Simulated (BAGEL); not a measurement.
**RI-MP2/cc-pVDZ (density fitting with qzvpp-jkfit) run of CH6ClNSi (SMILES CN[SiH2]Cl)**

Aim: the energy change on altering one bond length of CH6ClNSi at RI-MP2/cc-pVDZ (density fitting with qzvpp-jkfit), from 2 runs. 

Program for the calculation: BAGEL 1.2.2.

## Step 1: The structure to begin with

The species is CH6ClNSi (10 atoms), meant as a singlet with charge 0. As SMILES, `CN[SiH2]Cl`. The shape is that of a PBE0-D4/def2-TZVP optimisation. This is one conformer, not always the lowest.

Bond lengths: C1–N2 1.450 Å, N2–Si3 1.697 Å, Si3–Cl4 2.075 Å, C1–H5 1.096 Å, C1–H6 1.093 Å, C1–H7 1.093 Å, N2–H8 1.008 Å, Si3–H9 1.479 Å, Si3–H10 1.479 Å. Some angles: C1–N2–Si3 123.8°, N2–Si3–Cl4 114.8°, C1–N2–H8 113.6°, Si3–N2–H8 117.7°, N2–C1–H5 113.1°, N2–C1–H6 110.8°, N2–C1–H7 109.4°, N2–Si3–H9 108.1°, N2–Si3–H10 108.8°, Cl4–Si3–H9 106.5°.

## Step 2: A single-point energy at RI-MP2/cc-pVDZ (density fitting with qzvpp-jkfit)

The input, mp2.json:

```json
{ "bagel": [

{
  "title": "molecule",
  "basis": "cc-pvdz.json",
  "df_basis": "qzvpp-jkfit",
  "angstrom": true,
  "geometry": [
    { "atom": "C", "xyz": [   -0.242300,    1.264400,    0.564800 ] },
    { "atom": "N", "xyz": [   -0.436700,    0.246400,   -0.448800 ] },
    { "atom": "Si", "xyz": [    0.477700,   -1.180400,   -0.542000 ] },
    { "atom": "Cl", "xyz": [    0.138000,   -2.533300,    0.993900 ] },
    { "atom": "H", "xyz": [   -0.833400,    1.088300,    1.470800 ] },
    { "atom": "H", "xyz": [   -0.494100,    2.254000,    0.174500 ] },
    { "atom": "H", "xyz": [    0.810100,    1.289000,    0.857400 ] },
    { "atom": "H", "xyz": [   -1.369300,    0.230400,   -0.831400 ] },
    { "atom": "H", "xyz": [    0.120300,   -1.874000,   -1.798300 ] },
    { "atom": "H", "xyz": [    1.912700,   -0.835900,   -0.438000 ] }
  ]
},
{ "title": "hf" },
{ "title": "mp2", "ncore": 12 }

]}
```

The basis set cc-pVDZ is read from a file made from the Basis Set Exchange's data (not shown).

Launch:

```bash
BAGEL_NUM_THREADS=1 BAGEL mp2.json > mp2.out
```

The program printed:

```text
* using 1 threads per process

  ===============================================================
  ===============================================================

  *** Geometry ***

  { "atom" : "C", "xyz" : [     -0.457881,      2.389370,      1.067317 ] },
  { "atom" : "N", "xyz" : [     -0.825243,      0.465629,     -0.848109 ] },
  { "atom" : "Si", "xyz" : [      0.902722,     -2.230633,     -1.024232 ] },
  { "atom" : "Cl", "xyz" : [      0.260782,     -4.787243,      1.878199 ] },
  { "atom" : "H", "xyz" : [     -1.574898,      2.056589,      2.779409 ] },
  { "atom" : "H", "xyz" : [     -0.933714,      4.259443,      0.329757 ] },
  { "atom" : "H", "xyz" : [      1.530867,      2.435857,      1.620251 ] },
  { "atom" : "H", "xyz" : [     -2.587602,      0.435393,     -1.571118 ] },
  { "atom" : "H", "xyz" : [      0.227334,     -3.541347,     -3.398294 ] },
  { "atom" : "H", "xyz" : [      3.614479,     -1.579622,     -0.827700 ] },

  Number of auxiliary basis functions:      516

  Since a DF basis is specified, we compute 2- and 3-index integrals:
    o Being stored without compression. Storage requirement is 0.036 GB

  Number of basis functions:       94
  Number of electrons      :       50

    * METHOD: MOLECULE                             0.23

  *** RHF ***

  === Nuclear Repulsion ===
   218.5267219920

      * DIIS with orbital gradients will be used.

  === RHF iteration (cc-pvdz.json) ===
      0       -844.14108163          0.01350781           0.07
      1       -844.27201229          0.00842977           0.06
      2       -844.31651494          0.00130060           0.07
      3       -844.31818199          0.00023461           0.07
      4       -844.31824640          0.00006808           0.06
      5       -844.31825087          0.00001685           0.07
      6       -844.31825129          0.00000636           0.07
      7       -844.31825135          0.00000136           0.06
      8       -844.31825136          0.00000036           0.07
      9       -844.31825136          0.00000010           0.07
     10       -844.31825136          0.00000003           0.06
     11       -844.31825136          0.00000001           0.08
     12       -844.31825136          0.00000000           0.07
    * SCF iteration converged.

    * Permanent dipole moment:
           (    0.280859,    -0.841151,     0.357477) a.u.

    * METHOD: HF                                   1.06

  *** RHF ***

  === Nuclear Repulsion ===
   218.5267219920

      * DIIS with orbital gradients will be used.

  === RHF iteration (cc-pvdz.json) ===
      0       -844.31825136          0.00000000           0.06
    * SCF iteration converged.

    * Permanent dipole moment:
           (    0.280859,    -0.841151,     0.357477) a.u.

  === DF-MP2 calculation ===

    * freezing 12 orbitals
    * 3-index integral transformation done
    * assembly done

      MP2 correlation energy:   -0.5477592502      0.05

      MP2 total energy:       -844.8660106056

    * METHOD: MP2                                  0.19

  ===============================================================
```

Wall time 1.6 s (1 thread of Intel Xeon 6975P-C (Granite Rapids), shared host).

## Step 3: The distorted shape

The input, job.json:

```json
{ "bagel": [

{
  "title": "molecule",
  "basis": "cc-pvdz.json",
  "df_basis": "qzvpp-jkfit",
  "angstrom": true,
  "geometry": [
    { "atom": "C", "xyz": [   -0.072446,    1.940867,   -0.203169 ] },
    { "atom": "N", "xyz": [   -0.266846,    0.922867,   -1.216769 ] },
    { "atom": "Si", "xyz": [    0.647554,   -0.503933,   -1.309969 ] },
    { "atom": "Cl", "xyz": [    0.138000,   -2.533300,    0.993900 ] },
    { "atom": "H", "xyz": [   -0.663546,    1.764767,    0.702831 ] },
    { "atom": "H", "xyz": [   -0.324246,    2.930467,   -0.593469 ] },
    { "atom": "H", "xyz": [    0.979954,    1.965467,    0.089431 ] },
    { "atom": "H", "xyz": [   -1.199446,    0.906867,   -1.599369 ] },
    { "atom": "H", "xyz": [    0.290154,   -1.197533,   -2.566269 ] },
    { "atom": "H", "xyz": [    2.082554,   -0.159433,   -1.205969 ] }
  ]
},
{
  "title": "hf"
},
{
  "title": "mp2",
  "ncore": 12
}

]}
```

The basis set cc-pVDZ is read from a file made from the Basis Set Exchange's data (not shown).

Launch:

```bash
BAGEL_NUM_THREADS=1 BAGEL job.json > job.out
```

The program printed:

```text
* using 1 threads per process

  ===============================================================
  ===============================================================

  *** Geometry ***

  { "atom" : "C", "xyz" : [     -0.136903,      3.667707,     -0.383934 ] },
  { "atom" : "N", "xyz" : [     -0.504266,      1.743966,     -2.299360 ] },
  { "atom" : "Si", "xyz" : [      1.223700,     -0.952295,     -2.475483 ] },
  { "atom" : "Cl", "xyz" : [      0.260782,     -4.787243,      1.878199 ] },
  { "atom" : "H", "xyz" : [     -1.253920,      3.334926,      1.328158 ] },
  { "atom" : "H", "xyz" : [     -0.612736,      5.537780,     -1.121494 ] },
  { "atom" : "H", "xyz" : [      1.851845,      3.714194,      0.169000 ] },
  { "atom" : "H", "xyz" : [     -2.266624,      1.713730,     -3.022369 ] },
  { "atom" : "H", "xyz" : [      0.548312,     -2.263009,     -4.849546 ] },
  { "atom" : "H", "xyz" : [      3.935457,     -0.301285,     -2.278951 ] },

  Number of auxiliary basis functions:      516

  Since a DF basis is specified, we compute 2- and 3-index integrals:
    o Being stored without compression. Storage requirement is 0.036 GB

  Number of basis functions:       94
  Number of electrons      :       50

    * METHOD: MOLECULE                             0.28

  *** RHF ***

  === Nuclear Repulsion ===
   188.3707142656

      * DIIS with orbital gradients will be used.

  === RHF iteration (cc-pvdz.json) ===
      0       -844.01848273          0.01334234           0.07
      1       -844.16981481          0.00865848           0.08
      2       -844.22273481          0.00140391           0.07
      3       -844.22472317          0.00035058           0.06
      4       -844.22494340          0.00011623           0.08
      5       -844.22496549          0.00003914           0.07
      6       -844.22496986          0.00001716           0.06
      7       -844.22497086          0.00000340           0.07
      8       -844.22497090          0.00000125           0.07
      9       -844.22497090          0.00000047           0.07
     10       -844.22497090          0.00000017           0.06
     11       -844.22497090          0.00000005           0.07
     12       -844.22497090          0.00000002           0.07
     13       -844.22497090          0.00000001           0.06
    * SCF iteration converged.

    * Permanent dipole moment:
           (   -0.026149,    -2.655828,     2.061238) a.u.

    * METHOD: HF                                   1.15

  *** RHF ***

  === Nuclear Repulsion ===
   188.3707142656

      * DIIS with orbital gradients will be used.

  === RHF iteration (cc-pvdz.json) ===
      0       -844.22497090          0.00000000           0.07
    * SCF iteration converged.

    * Permanent dipole moment:
           (   -0.026149,    -2.655827,     2.061238) a.u.

  === DF-MP2 calculation ===

    * freezing 12 orbitals
    * 3-index integral transformation done
    * assembly done

      MP2 correlation energy:   -0.5493322542      0.04

      MP2 total energy:       -844.7743031552

    * METHOD: MP2                                  0.19

  ===============================================================
```

Run time: 1.8 s. Hardware: 1 thread of Intel Xeon 6975P-C (Granite Rapids), shared host.

## Step 4: What came out

At RI-MP2/cc-pVDZ (density fitting with qzvpp-jkfit), 12 core orbitals frozen:

```
                                                           quantity          value
                                          first shape: total energy  -844.86601 Eh
          first shape: correlation energy (12 core orbitals frozen)     -547.8 mEh
                                      distorted shape: total energy  -844.77430 Eh
      distorted shape: correlation energy (12 core orbitals frozen)     -549.3 mEh
energy change with the Si3–Cl4 bond stretched from 2.075 to 3.112 Å       2.495 eV
```

In words: One bond (distorted shape) is far stretched, which a spin-restricted single reference describes badly; perturbation theory on it can break down and give far too much correlation. With the Si3–Cl4 bond stretched from 2.075 to 3.112 Å the energy rises by 2.50 eV (58 kcal/mol). The first shape isn't relaxed at this level, so the change isn't measured from a minimum. A restricted reference can't describe the breaking bond well at this length.
